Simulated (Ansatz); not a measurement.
# Ni3Pt (I4/mmm) in Ansatz: further runs

The runs below take Ni3Pt through single point, with PBEsol.

Everything below comes from runs of Ansatz 0.2.0. Logs are shortened: lines on timing, memory, paths and dates and some standing lists are left out, and cuts for length are marked.

### Step 1. The crystal as given

The structure is tetragonal, space group I4/mmm (No. 139). Conventional cell: a = 3.630 Å, b = 3.630 Å, c = 7.207 Å, α = 90.00°, β = 90.00°, γ = 90.00°. Around Pt (site symmetry 4/mmm) lie 12 Ni at 2.56 to 2.57 Å. Ni (site symmetry 4/mmm) has 8 Ni at 2.56 Å and 4 Pt at 2.57 Å as nearest neighbours. Ni (site symmetry -4m2) is surrounded by 4 Pt at 2.56 Å and 8 Ni at 2.56 to 2.57 Å.

The cell comes from a database or a generator and needn't be the stable form of this composition.

### Step 2. Single point, PBEsol, collinear spin, ferromagnetic start, 11.16 Å³/atom (volume scaled by 0.94)

Contents of input.yaml:

```yaml
crystal:
  lattice:
    - [-1.7778196681, 1.7778196681, 3.5298264781]
    - [1.7778196681, -1.7778196681, 3.5298264781]
    - [1.7778196681, 1.7778196681, -3.5298264781]
  atoms:
    - { symbol: Pt, position: [0.0, 0.0, 0.0] }
    - { symbol: Ni, position: [0.5, 0.5, 0.0], spin: 1.0 }
    - { symbol: Ni, position: [0.25, 0.75, 0.5], spin: 1.0 }
    - { symbol: Ni, position: [0.75, 0.25, 0.5], spin: 1.0 }
kpoints:
  mp_grid: { grid: [10, 10, 10] }
scf:
  occupations: { method: fermi_dirac, width: 0.05 }
hamiltonian:
  xc: pbesol
  pseudopotentials: { kind: all_electron, lapw: { basis_error: 0.001 } }
magnetization:
  spin_polarized: true
output:
  forces: true
  stress: true
  eigenvalues: true
```

Potentials or basis: all-electron LAPW, scalar-relativistic.

The run is started by

```console
> ansatz run input.yaml --threads 4 --pin off --max-ram 12288MiB --backend cpu --events-out ev --progress --plain --runs-dir out
```

What it wrote:

```text
Warning: RAYON_NUM_THREADS=4 ignored (pool sized by the plan → 4); use --threads N
LAPW: plane waves up to 9.226 Å⁻¹, error target 1.0e-3 eV per atom; small_component_spin mean_spin; Ni in spheres of 1.221 Å, 18 of its electrons in bands, Dirac shells []; Pt in spheres of 1.284 Å, 42 of its electrons in bands, Dirac shells [] (how accurate: hamiltonian.pseudopotentials.lapw.basis_error, Limitations)
Engine: ansatz 0.2.0, aarch64-unknown-linux-gnu
Pseudopotentials: kind: all_electron
Pseudopotential: Pt, LAPW, valence charge 42, lapw/all_electron/scalar/gaussian/Pt, Koelling and Harmon's equation, gaussian nucleus
Pseudopotential: Ni, LAPW, valence charge 18, lapw/all_electron/scalar/gaussian/Ni, Koelling and Harmon's equation, gaussian nucleus
Functional definition: PBEsol
  exchange = pbesol_x
  correlation = pbesol_c
Crystal: 4 atoms, lattice volume = 44.626 Å³
Basis set: ecut = 324.28725599925235 eV, 599 PW (Γ), FFT grids on a1+a3, a2+a3, a3, exchange–correlation at level 2
Bands: 60, of which v1, the nominal top of the filled ones, is band 48 counted from 1 (47 counted from 0)
Symmetry: 16 space group operations
Space group: I4/mmm (ITA 139), of the structure as read, at distance tolerance 3.5e-5 Å
Magnetic group: BNS 139.531 (UNI 1191), of the structure as read, at distance tolerance 3.5e-5 Å
k-points: 102 of 1000
Non-local potential: Pt, projectors of the file, none
Non-local potential: Ni, projectors of the file, none
Initial density: superposition of atomic densities (chi_scale 0.1, normalization cell)
Starting moments: Σ|m| = 3 μB on 3 of 4 sites
Initial wavefunctions: plane waves of lowest kinetic energy (no species holds an atomic orbital)
Functional: x = pbesol(κ = 0.804, μ = 0.12345679012345678), c = pbesol(β = 0.046)
iter 1 solved again at ethr=1.07e-2 eV; its pass at ethr=1.00e-1 eV (dr2=1.03e1 eV) is discarded
SCF iter   1: F=—  HF=-624865.380350 eV  |F-HF|=—  |Δ(HF+E_count)|=         —  Δρ=7.90e-2 (↑4.52e-2 ↓7.90e-2)  dr2=1.03e1  dr2_m=4.16e-1  M=1.076 μB ∫|m|=1.119 μB  β_m=0.30  ethr=1.07e-2  ⟨swp⟩=2.0  Hψ=80575  notcnv=0
Mixer restart at iter 1: flushing history
preconditioner: auto → Kerker (q_TF=auto, 3.100 Å⁻¹)  [metal: Δε(μ)=0.004 eV  Ē_g=11.699 eV  σ=0.050 eV  W_gap=0.02  n_scr=22 (ndim 8)  ℏωp=35.2 eV  f_vac=0.000  D(μ)=6.20/eV (n_scr^D=96)]
spin=Collinear: Kerker preconditioning applied to the charge; magnetization (m = ρ↑ − ρ↓) channel mixes plain (no charge-response kernel on spin).
iter 2 solved again at ethr=1.76e-5 eV; its pass at ethr=1.07e-2 eV (dr2=1.69e-2 eV) is discarded
SCF iter   2: F=—  HF=-624862.993545 eV  |F-HF|=—  |Δ(HF+E_count)|=    2.39e0  Δρ=8.52e-3 (↑8.52e-3 ↓6.79e-3)  dr2=1.69e-2  dr2_m=1.42e-2  M=2.327 μB ∫|m|=2.439 μB  β_m=0.28  ethr=1.76e-5  ⟨swp⟩=2.0  Hψ=61974  notcnv=0
SCF iter   3: F=—  HF=-624862.784930 eV  |F-HF|=—  |Δ(HF+E_count)|=         —  Δρ=1.88e-2 (↑5.64e-3 ↓1.88e-2)  dr2=3.75e-1  dr2_m=3.69e-2  M=2.034 μB ∫|m|=2.151 μB  β_m=0.37  ethr=1.76e-5  ⟨swp⟩=3.0  Hψ=39526  notcnv=0
the basis was enlarged: its passes take 1.3 MiB over the memory plan, 4 of 4 planned eigensolver slots
SCF iter   4: F=—  HF=-624862.771471 eV  |F-HF|=—  |Δ(HF+E_count)|=   1.35e-2  Δρ=1.04e-2 (↑3.59e-3 ↓1.04e-2)  dr2=1.49e-1  dr2_m=7.99e-3  M=2.120 μB ∫|m|=2.271 μB  β_m=0.41  ethr=1.76e-5  ⟨swp⟩=2.0  Hψ=35388  notcnv=0
SCF iter   5: F=—  HF=-624862.740970 eV  |F-HF|=—  |Δ(HF+E_count)|=         —  Δρ=2.49e-3 (↑2.49e-3 ↓2.47e-3)  dr2=1.75e-2  dr2_m=4.62e-4  M=2.205 μB ∫|m|=2.398 μB  β_m=0.41  ethr=1.76e-5  ⟨swp⟩=2.0  Hψ=35922  notcnv=0
Mixer restart at iter 5: flushing history
SCF iter   6: F=—  HF=-624862.741160 eV  |F-HF|=—  |Δ(HF+E_count)|=   1.90e-4  Δρ=2.69e-3 (↑2.35e-3 ↓2.69e-3)  dr2=2.34e-2  dr2_m=1.74e-4  M=2.193 μB ∫|m|=2.392 μB  β_m=0.47  ethr=1.76e-5  ⟨swp⟩=2.0  Hψ=33589  notcnv=0
SCF iter   7: F=—  HF=-624862.740623 eV  |F-HF|=—  |Δ(HF+E_count)|=   5.37e-4  Δρ=1.94e-3 (↑1.84e-3 ↓1.94e-3)  dr2=1.17e-2  dr2_m=1.72e-4  M=2.218 μB ∫|m|=2.423 μB  β_m=0.52  ethr=1.76e-5  ⟨swp⟩=2.0  Hψ=33489  notcnv=0
SCF iter   8: F=—  HF=-624862.740170 eV  |F-HF|=—  |Δ(HF+E_count)|=   4.52e-4  Δρ=9.60e-4 (↑9.40e-4 ↓9.60e-4)  dr2=2.09e-3  dr2_m=1.14e-4  M=2.234 μB ∫|m|=2.449 μB  β_m=0.43  ethr=1.22e-5  ⟨swp⟩=2.0  Hψ=33859  notcnv=0
SCF iter   9: F=—  HF=-624862.739695 eV  |F-HF|=—  |Δ(HF+E_count)|=   4.75e-4  Δρ=4.26e-4 (↑4.26e-4 ↓2.35e-4)  dr2=3.56e-4  dr2_m=9.47e-6  M=2.244 μB ∫|m|=2.468 μB  β_m=0.40  ethr=2.17e-6  ⟨swp⟩=2.0  Hψ=34509  notcnv=0
SCF iter  10: F=—  HF=-624862.739567 eV  |F-HF|=—  |Δ(HF+E_count)|=   1.27e-4  Δρ=2.16e-4 (↑2.16e-4 ↓1.83e-4)  dr2=3.02e-5  dr2_m=1.03e-5  M=2.249 μB ∫|m|=2.473 μB  β_m=0.63  ethr=3.71e-7  ⟨swp⟩=2.0  Hψ=34508  notcnv=0
SCF iter  11: F=—  HF=-624862.739583 eV  |F-HF|=—  |Δ(HF+E_count)|=   1.59e-5  Δρ=8.23e-5 (↑4.40e-5 ↓8.23e-5)  dr2=4.31e-6  dr2_m=6.40e-7  M=2.251 μB ∫|m|=2.473 μB  β_m=0.63  ethr=3.14e-8  ⟨swp⟩=2.0  Hψ=34508  notcnv=0
SCF iter  12: F=—  HF=-624862.739581 eV  |F-HF|=—  |Δ(HF+E_count)|=   1.97e-6  Δρ=1.90e-5 (↑1.80e-5 ↓1.90e-5)  dr2=6.65e-7  dr2_m=7.75e-9  M=2.250 μB ∫|m|=2.472 μB  β_m=0.82  ethr=4.49e-9  ⟨swp⟩=2.0  Hψ=34509  notcnv=0
SCF iter  13: F=—  HF=-624862.739581 eV  |F-HF|=—  |Δ(HF+E_count)|=   6.29e-8  Δρ=8.98e-6 (↑7.30e-6 ↓8.98e-6)  dr2=2.24e-7  dr2_m=2.87e-9  M=2.250 μB ∫|m|=2.471 μB  β_m=0.91  ethr=6.93e-10  ⟨swp⟩=2.0  Hψ=34509  notcnv=0
SCF iter  14: F=—  HF=-624862.739581 eV  |F-HF|=—  |Δ(HF+E_count)|=   2.85e-8  Δρ=3.98e-6 (↑2.56e-6 ↓3.98e-6)  dr2=3.49e-8  dr2_m=5.82e-10  M=2.250 μB ∫|m|=2.471 μB  β_m=0.92  ethr=2.33e-10  ⟨swp⟩=2.0  Hψ=34509  notcnv=0
SCF iter  15: F=—  HF=-624862.739581 eV  |F-HF|=—  |Δ(HF+E_count)|=   1.82e-8  Δρ=9.62e-7 (↑6.67e-7 ↓9.62e-7)  dr2=1.87e-9  dr2_m=2.10e-11  M=2.250 μB ∫|m|=2.471 μB  β_m=0.94  ethr=3.64e-11  ⟨swp⟩=2.0  Hψ=34509  notcnv=0
SCF iter  16: F=-624862.739581 eV  HF=-624862.739581 eV  |F-HF|=4.97e-8  |Δ(HF+E_count)|=   2.44e-9  Δρ=2.69e-6 (↑9.45e-7 ↓2.69e-6)  dr2=1.15e-8  dr2_m=3.54e-10  M=2.250 μB ∫|m|=2.471 μB  ethr=1.06e-11 (applied; sched 1.95e-12)  ⟨swp⟩=2.0  Hψ=34509  notcnv=0
SCF 1 converged in 16 iterations: F = -624862.739581 eV  dr2 = 1.15e-8
SCF converged after 16 iterations
Magnetization: 2.2502 μB (49.1251 up, 46.8749 down)
Absolute magnetization: 2.4713 μB (∫|ρ↑−ρ↓|)
Spin contamination: 0.0176 ħ² per cell (⟨S²⟩ above its minimum at these occupations)
Per-site moments (μB) at R_I (Å): [(0.3729035336278841, 1.2839133470731585), (0.6125617137383994, 1.2211937018632444), (0.669116396043604, 1.2211937018632444), (0.669116396043604, 1.2211937018632444)]
Free energy (F): -624862.739581 eV
Harris-Foulkes:  -624862.739581 eV  (|F-HF|=4.97e-8)
Internal energy: -624862.693600 eV  (E = F + TS)
E sigma→0 (E₀):  -624862.716591 eV
Entropy (-TS):   -0.045981 eV (-11.495 meV/atom)
Fermi energy:    23.368886 eV
--- Per-component energies (eV) ---
  E_band       = -4127.689139
  E_kinetic    = 694706.604284
  E_xc         = -14642.655000
  E_electrostatic = -1304926.642884  (all electrons and nuclei)
  E_smearing   = -0.045981  (= −TS)
  E_closure    = 0.000000  (closes the sum)
  E_atoms      = -624832.218081  (free atoms, spherical and without spin; not in F)
  Σ components = -624862.739581   (vs F -624862.739581, Δ=0.00e0)
  Basis errors (estimates in eV, not in F): energy 2.4e-4 per atom: plane waves 2.1e-4 (1.1e-4 summed), levels above the bands 4.2e-125, relativity 3.0e-8, radial functions 3.3e-5, core shells 1.1e-6; eigenvalues (radial functions only) 9.5e-7; not estimated: angular momenta, meshes, grids; target (lapw.basis_error) 1.0e-3; muffin-tin radii Ni 1.221 Å, Pt 1.284 Å
--- Forces (eV/Å), atoms counted from 1 ---
  atom   1  Pt    -0.00000000     0.00000000     0.00000000
  atom   2  Ni     0.00000000    -0.00000000     0.00000000
  atom   3  Ni     0.00000000     0.00000000     0.00000000
  atom   4  Ni     0.00000000     0.00000000     0.00000000
  max |Σ_I F_I| component: 7.89e-31 eV/Å
--- Stress (GPa, compression-positive) ---
       11.454530       0.000000       0.000000
        0.000000      11.454530       0.000000
        0.000000       0.000000      12.160942
  P = ⅓ Tr σ = 11.6900 GPa (116.900 kbar)
--- Band table (eV; the first three rows and the last of 204) ---
  k-point 0 ↑: bands = ["-280.0770", "-280.0755", "-280.0755", "-280.0502", "-280.0394", "-80.0606", "-80.0391", "-79.9094", "-75.5926", "-44.0506", "-44.0312", "-44.0265", "-44.0265", "-44.0109", "-44.0109", "-44.0045", "-40.6449", "-40.6190", "-40.6190", "-40.6054", "-40.5375", "-40.5375", "-40.4669", "-40.4669", "-40.3767", "-29.8082", "-29.8023", "-29.8023", "13.2280", "17.1941", "17.5781", "17.7743", "18.6130", "18.6130", "19.4275", "20.0825", "20.0825", "20.6251", "20.6844", "20.6844", "21.7891", "21.9441", "21.9523", "22.0136", "22.7662", "22.9525", "23.0916", "23.0916", "23.5457", "25.5624", "30.9654", "30.9654", "32.2288", "32.2288", "32.8321", "33.1064", "33.1802", "35.0123", "35.9255", "37.4283"]
  k-point 1 ↑: bands = ["-280.0770", "-280.0755", "-280.0755", "-280.0502", "-280.0394", "-80.0595", "-80.0400", "-79.9095", "-75.5926", "-44.0506", "-44.0312", "-44.0265", "-44.0265", "-44.0109", "-44.0109", "-44.0045", "-40.6429", "-40.6207", "-40.6094", "-40.6092", "-40.5451", "-40.5351", "-40.4692", "-40.4658", "-40.3771", "-29.8083", "-29.8044", "-29.8031", "13.5085", "17.3541", "17.7572", "17.8718", "18.4273", "18.6974", "19.5366", "19.8527", "20.1751", "20.6247", "20.7068", "20.7112", "21.7804", "21.8776", "21.9252", "22.0194", "22.4065", "22.6604", "22.7909", "23.0510", "23.2560", "26.5390", "30.1208", "30.2485", "30.2955", "31.2247", "33.5148", "34.5540", "35.2590", "35.6476", "36.2435", "36.3291"]
  k-point 2 ↑: bands = ["-280.0770", "-280.0755", "-280.0755", "-280.0502", "-280.0394", "-80.0566", "-80.0425", "-79.9098", "-75.5927", "-44.0506", "-44.0312", "-44.0265", "-44.0265", "-44.0109", "-44.0109", "-44.0045", "-40.6390", "-40.6235", "-40.6188", "-40.5835", "-40.5669", "-40.5293", "-40.4736", "-40.4631", "-40.3782", "-29.8090", "-29.8083", "-29.8052", "14.3109", "17.7377", "17.9570", "18.0973", "18.2697", "18.8614", "19.3461", "19.8592", "20.4405", "20.5267", "20.8413", "20.8614", "21.4404", "21.5482", "21.5790", "21.7100", "22.1050", "22.3969", "22.5546", "22.9165", "22.9461", "27.8278", "28.3216", "28.6829", "29.6438", "30.6084", "32.4439", "33.7574", "37.1512", "37.4342", "37.8342", "39.3517"]
  k-point 101 ↓: bands = ["-280.0399", "-280.0350", "-280.0350", "-280.0189", "-280.0080", "-79.2194", "-79.1990", "-79.1428", "-75.3664", "-43.9878", "-43.9742", "-43.9737", "-43.9737", "-43.9608", "-43.9608", "-43.9547", "-39.8286", "-39.8286", "-39.7999", "-39.7774", "-39.7111", "-39.7111", "-39.7039", "-39.7039", "-39.6692", "-29.5367", "-29.5367", "-29.5295", "15.6896", "16.9251", "16.9675", "18.0231", "18.2014", "18.2014", "18.7480", "20.4838", "21.4659", "21.7713", "22.2317", "22.2317", "22.3141", "22.3141", "22.9140", "23.0626", "23.4543", "23.5652", "23.6756", "23.9177", "23.9177", "24.1741", "25.4039", "25.4039", "32.9709", "34.4844", "36.1809", "37.1117", "37.1117", "38.6495", "41.7233", "41.7577"]
```

Wall time 1.8 min (4 threads of Arm Neoverse V1, shared host); peak memory 1.7 GiB.

What came out:

```yaml
Free_energy: -624862.7396 eV
Pressure: 11.7 GPa
Band_gap_on_the_k_mesh: none (metal or under the smearing width)
Net_moment: 2.25 μB per cell
Absolute_moment: 2.47 μB per cell
Site_moments: Pt +0.37; Ni +0.61, +0.67 μB
```

### Step 3. Single point, PBEsol, collinear spin, ferromagnetic start, 11.39 Å³/atom (volume scaled by 0.96)

input.yaml, as its differences from that of step 2:

```diff
@@ -2,5 +2,5 @@
   lattice:
-    - [-1.7778196681, 1.7778196681, 3.5298264781]
-    - [1.7778196681, -1.7778196681, 3.5298264781]
-    - [1.7778196681, 1.7778196681, -3.5298264781]
+    - [-1.7903399374, 1.7903399374, 3.5546852301]
+    - [1.7903399374, -1.7903399374, 3.5546852301]
+    - [1.7903399374, 1.7903399374, -3.5546852301]
   atoms:
```

Potentials or basis: all-electron LAPW, scalar-relativistic.

The run is started by

```console
> ansatz run input.yaml --threads 4 --pin off --max-ram 12288MiB --backend cpu --events-out ev --progress --plain --runs-dir out
```

Run time: 1.9 min. Hardware: 4 threads of Arm Neoverse V1, shared host; peak memory 1.7 GiB.

It converged, with:

| Item | Value |
| --- | --- |
| Free energy | -624862.7909 eV |
| Pressure | 5.8 GPa |
| Band gap on the k mesh | none (metal or under the smearing width) |
| Net moment | 2.30 μB per cell |
| Absolute moment | 2.53 μB per cell |
| Site moments | Pt +0.38; Ni +0.63, +0.68 μB |

### Step 4. Single point, PBEsol, collinear spin, ferromagnetic start, 11.63 Å³/atom (volume scaled by 0.98)

input.yaml, as its differences from that of step 3:

```diff
@@ -2,5 +2,5 @@
   lattice:
-    - [-1.7903399374, 1.7903399374, 3.5546852301]
-    - [1.7903399374, -1.7903399374, 3.5546852301]
-    - [1.7903399374, 1.7903399374, -3.5546852301]
+    - [-1.8026874996, 1.8026874996, 3.5792010753]
+    - [1.8026874996, -1.8026874996, 3.5792010753]
+    - [1.8026874996, 1.8026874996, -3.5792010753]
   atoms:
```

The run is started by

```console
> ansatz run input.yaml --threads 4 --pin off --max-ram 12288MiB --backend cpu --events-out ev --progress --plain --runs-dir out
```

It took 1.8 min on 4 threads of Arm Neoverse V1, shared host; peak memory 1.7 GiB.

It converged, with:

| Property | Result |
| --- | --- |
| Free energy | -624862.8092 eV |
| Pressure | 0.5 GPa |
| Band gap on the k mesh | none (metal or under the smearing width) |
| Net moment | 2.34 μB per cell |
| Absolute moment | 2.59 μB per cell |
| Site moments | Pt +0.38; Ni +0.65, +0.69 μB |

### Step 5. Single point, PBEsol, collinear spin, ferromagnetic start, 11.87 Å³/atom

input.yaml, as its differences from that of step 4:

```diff
@@ -2,5 +2,5 @@
   lattice:
-    - [-1.8026874996, 1.8026874996, 3.5792010753]
-    - [1.8026874996, -1.8026874996, 3.5792010753]
-    - [1.8026874996, 1.8026874996, -3.5792010753]
+    - [-1.81486819, 1.81486819, 3.6033856]
+    - [1.81486819, -1.81486819, 3.6033856]
+    - [1.81486819, 1.81486819, -3.6033856]
   atoms:
```

The run is started by

```console
> ansatz run input.yaml --threads 4 --pin off --max-ram 12288MiB --backend cpu --events-out ev --progress --plain --runs-dir out
```

It took 1.8 min on 4 threads of Arm Neoverse V1, shared host; peak memory 1.7 GiB.

Results (log left out):

```yaml
Free_energy: -624862.7981 eV
Pressure: -4.1 GPa
Band_gap_on_the_k_mesh: none (metal or under the smearing width)
Net_moment: 2.38 μB per cell
Absolute_moment: 2.64 μB per cell
Site_moments: Pt +0.38; Ni +0.67, +0.71 μB
```

### Step 6. Single point, PBEsol, collinear spin, ferromagnetic start, 12.11 Å³/atom (volume scaled by 1.02)

input.yaml, as its differences from that of step 5:

```diff
@@ -2,5 +2,5 @@
   lattice:
-    - [-1.81486819, 1.81486819, 3.6033856]
-    - [1.81486819, -1.81486819, 3.6033856]
-    - [1.81486819, 1.81486819, -3.6033856]
+    - [-1.8268875349, 1.8268875349, 3.6272497763]
+    - [1.8268875349, -1.8268875349, 3.6272497763]
+    - [1.8268875349, 1.8268875349, -3.6272497763]
   atoms:
```

Potentials or basis: all-electron LAPW, scalar-relativistic.

The run is started by

```console
> ansatz run input.yaml --threads 4 --pin off --max-ram 12288MiB --backend cpu --events-out ev --progress --plain --runs-dir out
```

Run time: 1.7 min. Hardware: 4 threads of Arm Neoverse V1, shared host; peak memory 1.7 GiB.

The run converged. Its results:

```yaml
Free_energy: -624862.7610 eV
Pressure: -8.3 GPa
Band_gap_on_the_k_mesh: none (metal or under the smearing width)
Net_moment: 2.42 μB per cell
Absolute_moment: 2.68 μB per cell
Site_moments: Pt +0.38; Ni +0.69, +0.72 μB
```

### Step 7. Single point, PBEsol, collinear spin, ferromagnetic start, 12.34 Å³/atom (volume scaled by 1.04)

input.yaml, as its differences from that of step 6:

```diff
@@ -2,5 +2,5 @@
   lattice:
-    - [-1.8268875349, 1.8268875349, 3.6272497763]
-    - [1.8268875349, -1.8268875349, 3.6272497763]
-    - [1.8268875349, 1.8268875349, -3.6272497763]
+    - [-1.8387507734, 1.8387507734, 3.6508040062]
+    - [1.8387507734, -1.8387507734, 3.6508040062]
+    - [1.8387507734, 1.8387507734, -3.6508040062]
   atoms:
```

The run is started by

```console
> ansatz run input.yaml --threads 4 --pin off --max-ram 12288MiB --backend cpu --events-out ev --progress --plain --runs-dir out
```

It took 1.7 min on 4 threads of Arm Neoverse V1, shared host; peak memory 1.7 GiB.

Results (log left out):

```yaml
Free_energy: -624862.7010 eV
Pressure: -11.9 GPa
Band_gap_on_the_k_mesh: none (metal or under the smearing width)
Net_moment: 2.46 μB per cell
Absolute_moment: 2.73 μB per cell
Site_moments: Pt +0.38; Ni +0.70, +0.73 μB
```

### Step 8. Single point, PBEsol, collinear spin, ferromagnetic start, 12.58 Å³/atom (volume scaled by 1.06)

input.yaml, as its differences from that of step 7:

```diff
@@ -2,5 +2,5 @@
   lattice:
-    - [-1.8387507734, 1.8387507734, 3.6508040062]
-    - [1.8387507734, -1.8387507734, 3.6508040062]
-    - [1.8387507734, 1.8387507734, -3.6508040062]
+    - [-1.8504628775, 1.8504628775, 3.6740581619]
+    - [1.8504628775, -1.8504628775, 3.6740581619]
+    - [1.8504628775, 1.8504628775, -3.6740581619]
   atoms:
```

The run is started by

```console
> ansatz run input.yaml --threads 4 --pin off --max-ram 12288MiB --backend cpu --events-out ev --progress --plain --runs-dir out
```

Wall time 1.8 min (4 threads of Arm Neoverse V1, shared host); peak memory 1.7 GiB.

The run converged. Its results:

```yaml
Free_energy: -624862.6207 eV
Pressure: -15.1 GPa
Band_gap_on_the_k_mesh: none (metal or under the smearing width)
Net_moment: 2.49 μB per cell
Absolute_moment: 2.77 μB per cell
Site_moments: Pt +0.38; Ni +0.72, +0.74 μB
```

### Step 9. For comparison

An earlier run on the cell as given: functional PBEsol; potentials or basis all-electron LAPW, scalar-relativistic; cutoff 309 eV (chosen from the basis error); basis error allowed 0.001 eV/atom; k mesh 10 × 10 × 10; occupations fermi-dirac, width 0.05 eV; collinear spin, ferromagnetic start; starting moments [0.0, 1.0, 1.0, 1.0] μB.

- Pressure: -4.1 GPa
- Band gap on the k mesh: none (metal or under the smearing width)
- Net moment: 2.38 μB per cell
- Absolute moment: 2.64 μB per cell
- Site moments: Pt +0.38; Ni +0.67, +0.71 μB
